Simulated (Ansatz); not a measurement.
# C4H10Si: the cost of one run

Computed with Ansatz 0.2.0 (the levels named in each step, unless a step's input says otherwise).

### Step 1. The structure to begin with

Bond lengths (14 of 15 bonds, heavy atoms first): Si1–C2 1.896 Å, C2–C3 1.542 Å, C3–C4 1.534 Å, C2–C5 1.544 Å, C4–C5 1.535 Å, Si1–H6 1.466 Å, Si1–H7 1.465 Å, Si1–H8 1.463 Å, C2–H9 1.092 Å, C3–H10 1.089 Å, C3–H11 1.089 Å, C4–H12 1.089 Å, C4–H13 1.089 Å, C5–H14 1.089 Å. Angles (14 of 30 angles, heavy atoms first): Si1–C2–C3 117.6°, Si1–C2–C5 117.4°, C3–C2–C5 89.1°, C2–C3–C4 89.7°, C3–C4–C5 89.8°, C2–C5–C4 89.6°, Si1–C2–H9 110.4°, C3–C2–H9 110.3°, C5–C2–H9 110.3°, C2–Si1–H6 109.2°, C2–Si1–H7 108.8°, C2–Si1–H8 109.4°, C2–C3–H10 115.8°, C2–C3–H11 113.3°.

Structure file:

```xyz
15

Si    1.6909   -0.5379   -0.0872
C     0.0948    0.3650    0.3953
C    -1.1321   -0.4961    0.7581
C    -1.9947    0.3471   -0.1888
C    -0.7265    1.0139   -0.7396
H     2.2186   -1.2419    1.0853
H     1.3849   -1.5059   -1.1436
H     2.6688    0.4335   -0.5764
H     0.2930    1.0943    1.1838
H    -1.4259   -0.4839    1.8065
H    -1.0413   -1.5330    0.4377
H    -2.6467    1.0434    0.3363
H    -2.5895   -0.2094   -0.9114
H    -0.4541    0.6527   -1.7302
H    -0.7310    2.1025   -0.7589
```

### Step 2. A rough first relaxation, PBE-D4/def2-SVP

This run stands in another session on the same molecule. It ended at:

```xyz
15

Si    1.7322   -0.4919   -0.0267
C     0.0801    0.3441    0.3688
C    -1.1585   -0.5461    0.7067
C    -2.0385    0.4155   -0.1326
C    -0.7517    0.9697   -0.7964
H     2.2942   -1.1951    1.1828
H     1.5204   -1.5141   -1.1155
H     2.7516    0.5094   -0.5079
H     0.2352    1.0979    1.1708
H    -1.4093   -0.6792    1.7784
H    -1.0898   -1.5533    0.2432
H    -2.5325    1.1788    0.5035
H    -2.8068   -0.0344   -0.7942
H    -0.5447    0.4773   -1.7704
H    -0.6726    2.0657   -0.9435
```

### Step 3. Relaxation, PBE0-D4/def2-TZVP

This run stands in another session on the same molecule. It ended at:

```xyz
15

Si    1.7170   -0.4768   -0.0159
C     0.0772    0.3381    0.3619
C    -1.1516   -0.5517    0.6868
C    -2.0254    0.4266   -0.1179
C    -0.7490    0.9484   -0.8008
H     2.2683   -1.1664    1.1840
H     1.5213   -1.4902   -1.0907
H     2.7205    0.5183   -0.4868
H     0.2069    1.0859    1.1512
H    -1.3925   -0.7111    1.7388
H    -1.0868   -1.5267    0.1954
H    -2.4666    1.1875    0.5300
H    -2.8101    0.0091   -0.7513
H    -0.5613    0.4311   -1.7460
H    -0.6588    2.0221   -0.9716
```

### Step 4. Relaxation, PBE0-D4/def2-SVP

This run stands in another session on the same molecule. It ended at:

```xyz
15

Si    1.7247   -0.4856   -0.0227
C     0.0757    0.3369    0.3604
C    -1.1551   -0.5464    0.6945
C    -2.0291    0.4212   -0.1243
C    -0.7516    0.9569   -0.7963
H     2.2773   -1.1769    1.1850
H     1.5316   -1.5052   -1.1031
H     2.7319    0.5168   -0.4945
H     0.2236    1.0867    1.1565
H    -1.3992   -0.6916    1.7577
H    -1.0929   -1.5398    0.2201
H    -2.4970    1.1836    0.5178
H    -2.8081   -0.0111   -0.7711
H    -0.5572    0.4561   -1.7592
H    -0.6653    2.0427   -0.9538
```

### Step 5. Frequencies, PBE0-D4/def2-SVP

Input file input.yaml:

```yaml
crystal:
  periodic: [false, false, false]
  atoms:
    - { symbol: Si, position_ang: [1.72473768, -0.48562065, -0.02269105] }
    - { symbol: C, position_ang: [0.07565869, 0.33691069, 0.36038641] }
    - { symbol: C, position_ang: [-1.15509408, -0.54644377, 0.69451384] }
    - { symbol: C, position_ang: [-2.02913363, 0.42120029, -0.12434129] }
    - { symbol: C, position_ang: [-0.75155124, 0.95693788, -0.79633251] }
    - { symbol: H, position_ang: [2.27725689, -1.17685838, 1.18501435] }
    - { symbol: H, position_ang: [1.53159288, -1.50520623, -1.10311633] }
    - { symbol: H, position_ang: [2.7318554, 0.51675389, -0.49449474] }
    - { symbol: H, position_ang: [0.22360911, 1.08670716, 1.15653461] }
    - { symbol: H, position_ang: [-1.39922143, -0.69159722, 1.75771331] }
    - { symbol: H, position_ang: [-1.09292401, -1.53984064, 0.22010599] }
    - { symbol: H, position_ang: [-2.49702156, 1.1836248, 0.51784573] }
    - { symbol: H, position_ang: [-2.80808125, -0.01106849, -0.77109066] }
    - { symbol: H, position_ang: [-0.55715582, 0.45614203, -1.759234] }
    - { symbol: H, position_ang: [-0.66527765, 2.04267867, -0.95376369] }
basis:
  gaussian: { orbitals: def2-SVP }
hamiltonian:
  xc: pbe0
  dispersion: d4
phonons: {}
```

Run with:

```console
ansatz run input.yaml --threads 4 --pin off --max-ram 10240MiB --backend cpu --events-out ev --progress --plain --runs-dir out
```

What time and memory should one allow on 4 threads of AMD EPYC 9R45 (Zen 5), shared host?

About 65 s, with a peak of 0.32 GiB.
